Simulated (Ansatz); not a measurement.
# CH₄F₂Sn: one species, many methods

One table from this session's results is given with a row withheld; the runs are named, their logs left out.

Program: Ansatz 0.2.0, Gaussian basis. Level of theory: functionals in def2-TZVPP, the program's frozen cores in correlated methods. These are calculated values, not measurements.

The runs, in order: LDA (SPW92), PBE-D4, revPBE-D4, BLYP-D4, r2SCAN-D4, B97M-V, PBE0-D4, B3LYP-D4, r2SCANh-D4, r2SCAN0-D4, HSE06-D4, BHLYP-D4, CAM-B3LYP-D4, LC-ωPBE, ωB97X-V, ωB97M-V, B2PLYP, PBE-QIDH; CCSD(T)/def2-SVP; CCSD(T)/def2-TZVPP; MP2/def2-QZVPP; extrapolation to the limit; RPA on PBE.

### Structure used throughout

The geometry comes from an earlier relaxation with PBE0-D4 in a triple-zeta def2 set; it is a stationary point, not always the lowest conformer. Sn takes the def2 core potential; no spin-orbit term is included.

8 atoms, charge 0, spin multiplicity 1.

Atoms are counted from 1 here; the program's logs count them from 0.

Bond lengths: F1–C2 1.386 Å, C2–Sn3 2.162 Å, C2–H5 1.092 Å, C2–H6 1.092 Å, Sn3–F4 1.931 Å, Sn3–H7 1.703 Å, Sn3–H8 1.703 Å. Angles: F1–C2–Sn3 109.3°, F1–C2–H5 108.8°, F1–C2–H6 108.8°, Sn3–C2–H5 110.3°, Sn3–C2–H6 110.4°, H5–C2–H6 109.1°, C2–Sn3–F4 102.5°, C2–Sn3–H7 114.1°, C2–Sn3–H8 114.0°, F4–Sn3–H7 105.2°, F4–Sn3–H8 105.3°, H7–Sn3–H8 114.2°.

The first run:

File in.yaml:

```yaml
crystal:
  periodic: [false, false, false]
  atoms:
    - {symbol: F, position_ang: [-0.756085, 1.771124, 0.819012]}
    - {symbol: C, position_ang: [-0.281766, 1.075590, -0.282071]}
    - {symbol: Sn, position_ang: [0.245111, -0.934284, 0.314403]}
    - {symbol: F, position_ang: [0.854151, -1.714403, -1.343208]}
    - {symbol: H, position_ang: [-1.060680, 1.052593, -1.047254]}
    - {symbol: H, position_ang: [0.592558, 1.596341, -0.678391]}
    - {symbol: H, position_ang: [1.581566, -1.019019, 1.366002]}
    - {symbol: H, position_ang: [-1.082754, -1.885143, 0.795707]}
basis:
  gaussian: {orbitals: def2-TZVPP}
hamiltonian: {xc: lda}
output: {orbitals: {seedname: orbitals}}
```

On the command line:

```bash
$ ansatz run in.yaml --threads 2 --pin off --events-out ev --progress --plain --max-ram 4352MiB
```

Steps of the session up to this table: LDA; PBE-D4 (GGA); revPBE-D4 (GGA); BLYP-D4 (GGA); r2SCAN-D4 (meta-GGA); B97M-V (meta-GGA); B3LYP-D4 (hybrid); r2SCANh-D4 (hybrid); r2SCAN0-D4 (hybrid); HSE06-D4 (hybrid); BHLYP-D4 (hybrid); CAM-B3LYP-D4 (range-separated); LC-ωPBE (range-separated); ωB97X-V (range-separated); ωB97M-V (range-separated); B2PLYP (double hybrid); PBE-QIDH (double hybrid).

One of the session's tables, all rows but one given; the rest of the session is left out.

It belongs to the step «Orbital energies across the functionals». 

| functional | HOMO (eV) | gap (eV) |
| --- | --- | --- |
| LDA (SPW92) | -7.18 | 5.23 |
| PBE-D4 | -7.02 | 5.35 |
| revPBE-D4 | -6.95 | 5.42 |
| BLYP-D4 | -6.93 | 5.33 |
| r2SCAN-D4 | -7.33 | 6.01 |
| B97M-V | -7.42 | 5.90 |
| PBE0-D4 | -8.43 | 7.57 |
| B3LYP-D4 | -8.22 | 7.09 |
| r2SCANh-D4 | -7.85 | 6.81 |
| r2SCAN0-D4 | -8.63 | 8.00 |
| HSE06-D4 | -8.02 | 6.81 |
| BHLYP-D4 | -9.74 | 9.60 |
| CAM-B3LYP-D4 | ? | ? |
| LC-ωPBE | -11.09 | 12.29 |
| ωB97X-V | -10.75 | 11.80 |
| ωB97M-V | -10.64 | 11.36 |

Q: Estimate the row for CAM-B3LYP-D4 from the others.

The run gave: HOMO (eV): -9.81; gap (eV): 9.81. In the column «HOMO (eV)» it lies between ωB97M-V (-10.64) and BHLYP-D4 (-9.74).
